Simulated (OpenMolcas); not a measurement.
**InHF2 (SMILES [F][InH][F]): a chain of runs**

We compute a single-point energy (HF/ANO-RCC-MB), then a single-point energy (CASSCF(2,2)/ANO-RCC-VDZP), then the energy along one coordinate (CASPT2(2,2)/ANO-RCC-VDZP), then the energy along one coordinate (SC-NEVPT2(2,2)/ANO-RCC-VDZP), then the energy along one coordinate (MC-PDFT[tPBE](2,2)/ANO-RCC-VDZP) of InHF2. 

The calculation is run with OpenMolcas 26.06.

## 1. The structure to begin with

InHF2: 4 atoms, total charge 0, spin state singlet. As SMILES, `[F][InH][F]`. The shape is that of a PBE0-D4/def2-TZVP optimisation.

Bond lengths: F1–In2 1.935 Å, In2–F3 1.935 Å, In2–H4 1.681 Å. Angles: F1–In2–F3 106.8°, F1–In2–H4 126.6°, F3–In2–H4 126.6°.

## 2. A single-point energy at HF/ANO-RCC-MB (DKH2) (run 1)

mol.xyz reads:

```xyz
4

F     -1.694300    -0.668800     0.241700
In     0.043800     0.113800    -0.088400
F      1.340800    -1.004700     0.811200
H      0.365400     1.499400    -0.984800
```

step1.input reads:

```
* F2HIn Hartree-Fock

&GATEWAY
  COORD=mol.xyz
  BASIS=ANO-RCC-MB
  GROUP=NoSym

&SEWARD

&SCF
  PRORBITALS=0

&LOCALISATION
  OCCUPIED
  FREEZE
  PIPEK-MEZEY

&LOCALISATION
  FILEORB=$Project.LocOrb
  VIRTUAL
  PIPEK-MEZEY
```

Started as:

```console
$ export MOLCAS_MEM=1860
$ pymolcas step1.input > step1.log
```

The program printed:

```text
--- Start Module: gateway ---
[...]
--- Stop Module: gateway /rc=_RC_ALL_IS_WELL_ ---
[...]
      Basis functions           38
[...]
       Convergence after   9 Iterations
[...]
::    Total SCF energy                              -6076.6816103194
[...]
      Total spin, S                                     0.0000000000
[...]
      Total electronic charge=   68.000000
      Total            charge=   -0.000000
[...]
      Dipole Moment (debye):
      Origin of the operator (angstrom)=   -0.0085   -0.1118    0.0575
                   X=  6.2176E-01               Y=  2.6806E+00               Z= -1.7337E+00           Total=  3.2524E+00
      Quadrupole Moment (debye*angstrom):
[...]
--- Start Module: localisation ---
[...]
--- Stop Module: localisation /rc=_RC_ALL_IS_WELL_ ---
--- Start Module: localisation ---
[...]
--- Stop Module: localisation /rc=_RC_ALL_IS_WELL_ ---
[...]
```

It took 7.5 s on 1 thread of Intel Xeon Platinum 8259CL at 2.50GHz (Skylake/Cascade Lake), shared host; peak memory 0.41 GiB.

## 3. The energy at CASSCF(2,2)/ANO-RCC-VDZP (DKH2, RICD fitting) (run 2)

mol.xyz is that of step 2.

step2.inp reads:

```
&GATEWAY
 Coord=mol.xyz
 Basis=ANO-RCC-MB
 Group=NoSym

&SEWARD

&RASSCF
 FileOrb=$CurrDir/step1.LocOrb
 Alter=1
 1 35 38
 Spin=1
 Nactel=2 0 0
 Inactive=33
 Ras2=2
 OrbListing=Nothing
>>> COPY $Project.RunFile RUNFIL1
>>> COPY $Project.RasOrb INPORB

&GATEWAY
 Coord=mol.xyz
 Basis=ANO-RCC-VDZP
 Group=NoSym
 RICD

&SEWARD
>>> COPY $Project.RunFile RUNFIL2

&EXPBAS

&RASSCF
 FileOrb=$Project.ExpOrb
 Spin=1
 Nactel=2 0 0
 Inactive=33
 Ras2=2
 OrbListing=Nothing
```

Started as:

```console
$ export MOLCAS_MEM=1860
$ pymolcas step2.inp > step2.log
```

The program printed:

```text
--- Start Module: gateway ---
[...]
--- Stop Module: gateway /rc=_RC_ALL_IS_WELL_ ---
[...]
      Basis functions           38
[...]
      Number of active orbitals                  2
[...]
      Spin quantum number                      0.0
[...]
      Active orbitals                            2
[...]
      Number of CSFs                             3
[...]
      Number of root(s) required                 1
[...]
      Convergence after 10 iterations
[...]
      printout of CI-coefficients larger than  0.05 for root  1
      energy=   -6076.698434
      conf/sym  11     Coeff  Weight
             1  20   0.99069 0.98147
             3  02  -0.13614 0.01853
      Natural orbitals and occupation numbers for root  1
      sym 1:   1.962931   0.037069
      ************************************************************************************************************************
      *                                                    Final results                                                     *
[...]
::    RASSCF root number  1 Total energy:  -6076.69843445
[...]
      Basis functions           76
[...]
--- Start Module: expbas ---
[...]
--- Stop Module: expbas /rc=_RC_ALL_IS_WELL_ ---
--- Start Module: rasscf ---
[...]
      Convergence after 12 iterations
[...]
      Natural orbitals and occupation numbers for root  1
      sym 1:   1.967195   0.032805
      ************************************************************************************************************************
      *                                                    Final results                                                     *
[...]
::    RASSCF root number  1 Total energy:  -6076.84424785
[...]
      Total electronic charge=   68.000000
      Total            charge=   -0.000000
[...]
      Dipole Moment (debye):
      Origin of the operator (angstrom)=   -0.0085   -0.1118    0.0575
                   X=  8.7927E-01               Y=  3.7905E+00               Z= -2.4516E+00           Total=  4.5990E+00
      Quadrupole Moment (debye*angstrom):
[...]
--- Stop Module: rasscf /rc=_RC_ALL_IS_WELL_ ---
[...]
```

It took 30 s on 1 thread of Intel Xeon Platinum 8259CL at 2.50GHz (Skylake/Cascade Lake), shared host; peak memory 0.41 GiB.

## 4. An energy scan at CASPT2(2,2)/ANO-RCC-VDZP (DKH2, RICD fitting, ipea shift 0.25 Eh, pt2 variant SS) (run 3)

step3.input reads:

```
* F2HIn CASPT2
>>> COPY $CurrDir/step2.RasOrb $Project.RasOrb
>>> ForEach K in (1, 2, 3, 4, 5, 6, 7, 8, 9)
&GATEWAY
Coord=$CurrDir/point$K.xyz
Basis=ANO-RCC-VDZP
Group=NoSym
RICD
&SEWARD
&RASSCF
FileOrb=$Project.RasOrb
Spin=1
Nactel=2 0 0
Inactive=33
Ras2=2
OrbListing=Nothing
&CASPT2
Imaginary=0.2
Frozen=20
>>> EndDo
```

Started as:

```console
$ export MOLCAS_MEM=1860
$ pymolcas step3.input > step3.log
```

The program printed, shortened:

```text
[...]
      Basis functions           76
[...]
      Number of active orbitals                  2
[...]
      Spin quantum number                      0.0
[...]
      Active orbitals                            2
[...]
      Number of CSFs                             3
[...]
      Number of root(s) required                 1
[...]
      Convergence after  9 iterations
[...]
      Natural orbitals and occupation numbers for root  1
      sym 1:   1.976314   0.023686
      ************************************************************************************************************************
      *                                                    Final results                                                     *
[...]
::    RASSCF root number  1 Total energy:  -6076.83193202
[...]
      E2 (Variational):          -0.7857755719
[...]
::    CASPT2 Root  1     Total energy:  -6077.61770760
[...]
      Convergence after  8 iterations
[...]
      Natural orbitals and occupation numbers for root  1
      sym 1:   1.967216   0.032784
      ************************************************************************************************************************
      *                                                    Final results                                                     *
[...]
      Convergence after  9 iterations
[...]
      Natural orbitals and occupation numbers for root  1
      sym 1:   1.686622   0.313378
      ************************************************************************************************************************
      *                                                    Final results                                                     *
[...]
      Convergence after  9 iterations
[...]
      Natural orbitals and occupation numbers for root  1
      sym 1:   1.442447   0.557553
      ************************************************************************************************************************
      *                                                    Final results                                                     *
[...]
      Convergence after  9 iterations
[...]
::    RASSCF root number  1 Total energy:  -6076.74295610
[...]
::    CASPT2 Root  1     Total energy:  -6077.51633367
[...]
      Convergence after  8 iterations
[...]
::    RASSCF root number  1 Total energy:  -6076.74156522
[...]
      E2 (Variational):          -0.7731435642
[...]
::    CASPT2 Root  1     Total energy:  -6077.51470878
[...]
```

Wall time 3.3 min (1 thread of Intel Xeon Platinum 8259CL at 2.50GHz (Skylake/Cascade Lake), shared host); peak memory 0.37 GiB.

The scan, from its lowest point:

| H4–In2 (Å) | energy (kJ/mol) |
| --- | --- |
| 1.513 | 23.2 |
| 1.681 | 0.0 |
| 1.849 | 16.3 |
| 2.102 | 71.2 |
| 2.438 | 151.7 |
| 2.858 | 226.5 |
| 3.363 | 271.4 |
| 4.035 | 289.4 |
| 5.044 | 293.6 |

## 5. The energy along one coordinate at SC-NEVPT2(2,2)/ANO-RCC-VDZP (DKH2, RICD fitting, pt2 variant SC-NEVPT2) (run 4)

step4.inp reads:

```
* F2HIn NEVPT2
>>> EXPORT MOLCAS_PRINT=2
>>> COPY $CurrDir/step2.RasOrb $Project.RasOrb
>>> ForEach K in (1, 2, 3, 4, 5, 6, 7, 8, 9)
&GATEWAY
Coord=$CurrDir/point$K.xyz
Basis=ANO-RCC-VDZP
Group=NoSym
RICD
&SEWARD
&RASSCF
FileOrb=$Project.RasOrb
Spin=1
Nactel=2 0 0
Inactive=33
Ras2=2
OrbListing=Nothing
&CASPT2
SC-NEVPT2
Frozen=20
>>> EndDo
```

Started as:

```console
$ export MOLCAS_MEM=1860
$ pymolcas step4.inp > step4.log
```

The program printed, shortened:

```text
[...]
      Basis functions           76
[...]
      Number of active orbitals                  2
[...]
      Spin quantum number                      0.0
[...]
      Active orbitals                            2
[...]
      Number of CSFs                             3
[...]
      Number of root(s) required                 1
[...]
      Convergence after  9 iterations
[...]
      Natural orbitals and occupation numbers for root  1
      sym 1:   1.976314   0.023686
      ************************************************************************************************************************
      *                                                    Final results                                                     *
[...]
::    RASSCF root number  1 Total energy:  -6076.83193202
[...]
      E2 (Variational):          -0.7796291376
[...]
::    SC-NEVPT2 Root  1     Total energy:  -6077.61152725
[...]
      Convergence after  8 iterations
[...]
      Natural orbitals and occupation numbers for root  1
      sym 1:   1.967216   0.032784
      ************************************************************************************************************************
      *                                                    Final results                                                     *
[...]
      Convergence after  9 iterations
[...]
      Natural orbitals and occupation numbers for root  1
      sym 1:   1.686622   0.313378
      ************************************************************************************************************************
      *                                                    Final results                                                     *
[...]
      Convergence after  9 iterations
[...]
      Natural orbitals and occupation numbers for root  1
      sym 1:   1.442447   0.557553
      ************************************************************************************************************************
      *                                                    Final results                                                     *
[...]
      Convergence after  9 iterations
[...]
::    RASSCF root number  1 Total energy:  -6076.74295610
[...]
::    SC-NEVPT2 Root  1     Total energy:  -6077.51522676
[...]
      Convergence after  8 iterations
[...]
::    RASSCF root number  1 Total energy:  -6076.74156522
[...]
      E2 (Variational):          -0.7721497231
[...]
::    SC-NEVPT2 Root  1     Total energy:  -6077.51371494
[...]
```

Run time: 3.4 min. Hardware: 1 thread of Intel Xeon Platinum 8259CL at 2.50GHz (Skylake/Cascade Lake), shared host; peak memory 0.37 GiB.

The scan, from its lowest point:

| H4–In2 (Å) | energy (kJ/mol) |
| --- | --- |
| 1.513 | 24.8 |
| 1.681 | 0.0 |
| 1.849 | 14.7 |
| 2.102 | 67.5 |
| 2.438 | 145.8 |
| 2.858 | 218.3 |
| 3.363 | 261.1 |
| 4.035 | 277.7 |
| 5.044 | 281.6 |

## 6. An energy scan at MC-PDFT[tPBE](2,2)/ANO-RCC-VDZP (DKH2, RICD fitting) (run 5)

step5.inp reads:

```
* F2HIn MC-PDFT
>>> COPY $CurrDir/step2.RasOrb $Project.RasOrb
>>> ForEach K in (1, 2, 3, 4, 5, 6, 7, 8, 9)

&GATEWAY
 Coord=$CurrDir/point$K.xyz
 Basis=ANO-RCC-VDZP
 Group=NoSym
 RICD

&SEWARD

&RASSCF
 FileOrb=$Project.RasOrb
 Spin=1
 Nactel=2 0 0
 Inactive=33
 Ras2=2
 OrbListing=Nothing

&MCPDFT
 KSDFT=T:PBE
>>> EndDo
```

Started as:

```console
$ export MOLCAS_MEM=1860
$ pymolcas step5.inp > step5.log
```

The program printed, shortened:

```text
--- Start Module: gateway ---
[...]
      Basis functions           76
[...]
      Number of active orbitals                  2
[...]
      Spin quantum number                      0.0
[...]
      Active orbitals                            2
[...]
      Number of CSFs                             3
[...]
      Number of root(s) required                 1
[...]
      Convergence after  9 iterations
[...]
      Natural orbitals and occupation numbers for root  1
      sym 1:   1.976314   0.023686
      ************************************************************************************************************************
      *                                                    Final results                                                     *
[...]
::    RASSCF root number  1 Total energy:  -6076.83193202
[...]
::    MCPDFT root number  1 Total energy:  -6079.74460271
[...]
      Convergence after  8 iterations
[...]
      Natural orbitals and occupation numbers for root  1
      sym 1:   1.967216   0.032784
      ************************************************************************************************************************
      *                                                    Final results                                                     *
[...]
      Convergence after  9 iterations
[...]
      Natural orbitals and occupation numbers for root  1
      sym 1:   1.686622   0.313378
      ************************************************************************************************************************
      *                                                    Final results                                                     *
[...]
      Convergence after  9 iterations
[...]
      Natural orbitals and occupation numbers for root  1
      sym 1:   1.442447   0.557553
      ************************************************************************************************************************
      *                                                    Final results                                                     *
[...]
      Convergence after  9 iterations
[...]
::    RASSCF root number  1 Total energy:  -6076.74295610
[...]
::    MCPDFT root number  1 Total energy:  -6079.63974334
[...]
      Convergence after  8 iterations
[...]
::    RASSCF root number  1 Total energy:  -6076.74156522
[...]
      Total electronic charge=   68.000000
      Total            charge=   -0.000000
[...]
::    MCPDFT root number  1 Total energy:  -6079.63906188
[...]
```

It took 3.2 min on 1 thread of Intel Xeon Platinum 8259CL at 2.50GHz (Skylake/Cascade Lake), shared host; peak memory 0.37 GiB.

The scan, from its lowest point:

| H4–In2 (Å) | energy (kJ/mol) |
| --- | --- |
| 1.513 | 24.2 |
| 1.681 | 0.0 |
| 1.849 | 14.3 |
| 2.102 | 66.9 |
| 2.438 | 148.2 |
| 2.858 | 229.7 |
| 3.363 | 281.2 |
| 4.035 | 299.5 |
| 5.044 | 301.3 |

## 7. Results

| quantity | value |
| --- | --- |
| run 1, HF/ANO-RCC-MB: total energy | -6076.68161 Eh |
| run 1, HF/ANO-RCC-MB: dipole moment | 3.25 D |
| run 1, HF/ANO-RCC-MB: HOMO energy | -13.04 eV |
| run 1, HF/ANO-RCC-MB: LUMO energy | 0.70 eV |
| run 1, HF/ANO-RCC-MB: HOMO–LUMO gap | 13.73 eV |
| run 2, CASSCF(2,2)/ANO-RCC-VDZP: total energy | -6076.84425 Eh |
| run 2, CASSCF(2,2)/ANO-RCC-VDZP: dipole moment (CASSCF density) | 4.60 D |
| run 3, CASPT2(2,2)/ANO-RCC-VDZP: lowest energy of the scan | -6077.62655 Eh |
| run 4, SC-NEVPT2(2,2)/ANO-RCC-VDZP: lowest energy of the scan | -6077.62099 Eh |
| run 5, MC-PDFT[tPBE](2,2)/ANO-RCC-VDZP: lowest energy of the scan | -6079.75382 Eh |
